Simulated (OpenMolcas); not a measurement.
**Mo³⁺ among point charges: CASSCF and CASPT2 levels and susceptibility**

Aim: the splitting of the states of Mo³⁺ in the field of 4 point charges, its lowest levels with spin-orbit coupling and its magnetic susceptibility.

The numbers are computed with OpenMolcas 26.06 (state-averaged CASSCF and CASPT2, spin-orbit coupling by RASSI with atomic mean-field integrals), except any that are marked as measured or tabulated.

### Step 1. Starting point

* Species: Mo³⁺ (molybdenum, Z = 42, 39 electrons)
* Basis: ANO-RCC-VTZP [7s6p4d2f1g], 68 functions
* Scalar Hamiltonian: DKH2, point nucleus
* Inactive shells: 1s 2s 2p 3s 3p 3d 4s 4p
* Active space: 3 electrons in 5 orbitals (4d)
* Some configurations of this space: 4d3
* Orbitals: optimised for each spin and parity, averaged over all roots

The outer shells:

4d3
```
4d [↑ ][↑ ][↑ ][  ][  ]
```

The ion sits among 4 point charges of -1.5 e arranged as a tetrahedron (Td), 2.04 Å from the ion.

The work runs as a chain of OpenMolcas steps in one folder; each step below is one input file. Labels, J, g values, rates, χT and fits are worked out afterwards by a script from the matrices that RASSI stores.

### Step 2. One- and two-electron integrals

The input, a.inp:

```
&GATEWAY
Coord
1

Mo 0.0 0.0 0.0
Basis=ANO-RCC-VTZP
Group=NoSym
NoMove
AngMom=0.0 0.0 0.0
AMFI
XField
4 Angstrom 0
1.177795 1.177795 1.177795 -1.500000
1.177795 -1.177795 -1.177795 -1.500000
-1.177795 1.177795 -1.177795 -1.500000
-1.177795 -1.177795 1.177795 -1.500000
&SEWARD
```

On the command line:

```
$ OMP_NUM_THREADS=1 MOLCAS_MEM=1689 MOLCAS_PROJECT=a pymolcas a.inp > a.log
```

### Step 3. Reference wave functions, quartets, 10 roots

The input, a.inp:

```
&RASSCF
FileOrb=start.orb
Symmetry=1
Spin=4
nActEl=3 0 0
Inactive=18
Ras2=5
CIRoot=10 10 1
SDav=10
CIMx=300
Iter=120 100
PrWF=0.3
OrbListing=Nothing
MaxOrb=0
>>> COPY $Project.JobIph JOB001
```

start.orb holds the contracted functions of the basis, ordered by shell, or the orbitals of the step before.

### Step 4. CASSCF: doublets, 40 roots

The input, a.inp:

```
&RASSCF
FileOrb=start.orb
Symmetry=1
Spin=2
nActEl=3 0 0
Inactive=18
Ras2=5
CIRoot=40 40 1
SDav=40
CIMx=300
Iter=120 100
PrWF=0.3
OrbListing=Nothing
MaxOrb=0
>>> COPY $Project.JobIph JOB002
```

### Step 5. RASSI: spin-orbit coupling between the states

The input, a.inp:

```
&RASSI
NrOfJobIphs=2 10 40
1 2 3 4 5 6 7 8 9 10
1 2 3 4 5 6 7 8 9 10 11 12 13 14 15 16 17 18 19 20 21 22 23 24 25 26 27
28 29 30 31 32 33 34 35 36 37 38 39 40
IphNames
JOB001
JOB002
EJob
SpinOrbit
DIPRint=1.0
SOCoupling=1000.0
Subsets=2
Property=9
'ANGMOM' 1 'ANGMOM' 2 'ANGMOM' 3 'MLTPL  1' 1 'MLTPL  1' 2 'MLTPL  1' 3
'AMFI' 1 'AMFI' 2 'AMFI' 3
SOProperty=3
'ANGMOM' 1 'ANGMOM' 2 'ANGMOM' 3
```

### Step 6. CASPT2: IPEA 0.25, imaginary shift 0.1 (closed shells correlated: 4s 4p)

The input, a.inp:

```
>>> COPY JOB001 $Project.JobIph
&CASPT2
Multistate=10 1 2 3 4 5 6 7 8 9 10
NoMult
Frozen=14
IPEA=0.25
Imaginary=0.1
MaxIter=60
WThr=0.0 0.3 0.05
PrWF=0.5
NoMix
>>> COPY JOB002 $Project.JobIph
&CASPT2
Multistate=40 1 2 3 4 5 6 7 8 9 10 11 12 13 14 15 16 17 18 19 20 21 22
23 24 25 26 27 28 29 30 31 32 33 34 35 36 37 38 39 40
NoMult
Frozen=14
IPEA=0.25
Imaginary=0.1
MaxIter=60
WThr=0.0 0.3 0.05
PrWF=0.5
NoMix
```

(Steps that only read results are left out.)

Q: Predict the outcome of this session. Wanted: spin-free ground state; first state of the same spin within the active space; lowest level; next level.

The runs gave:

| quantity | value |
| --- | --- |
| method | SS-CASPT2, IPEA 0.25, imaginary shift 0.1 (closed shells correlated: 4s 4p) |
| spin-free ground state | 4T1, 3-fold in its orbital part |
| first state of the same spin within the active space | 4T2 at 2330 cm⁻¹ |
| lowest level | 4-fold Γ8 |
| next level | 360.0 cm⁻¹ |
| χT at 300 K | 0.46 cm³ K/mol |
| effective moment at 300 K | 1.93 μB |

Cost by method:

```tsv
method	time of its own steps	time with the reference
A. CASSCF	11 s	11 s
B. SS-CASPT2, IPEA 0.25, imaginary shift 0.1, +4s 4p	12 s	23 s
```

Times are of one thread on a shared host.

The spin-free ground state (4T1) comes to 99 % from free-ion F terms and keeps the highest spin of the shell. χT at 300 K is 0.46, against 1.88 cm³ K/mol for the spin alone, so spin-orbit coupling lowers it. A ligand-field fit to the states below 45000 cm-1 gives 10Dq = -2867 cm-1, B = 629 cm-1 and C = 2750 cm-1 (C/B = 4.37), with a deviation of 315 cm-1. CASPT2 does not keep the components of a term degenerate, and the means are used. The field of point charges can differ much from that of real complexes. This is an electrostatic model: the charges have no orbitals.
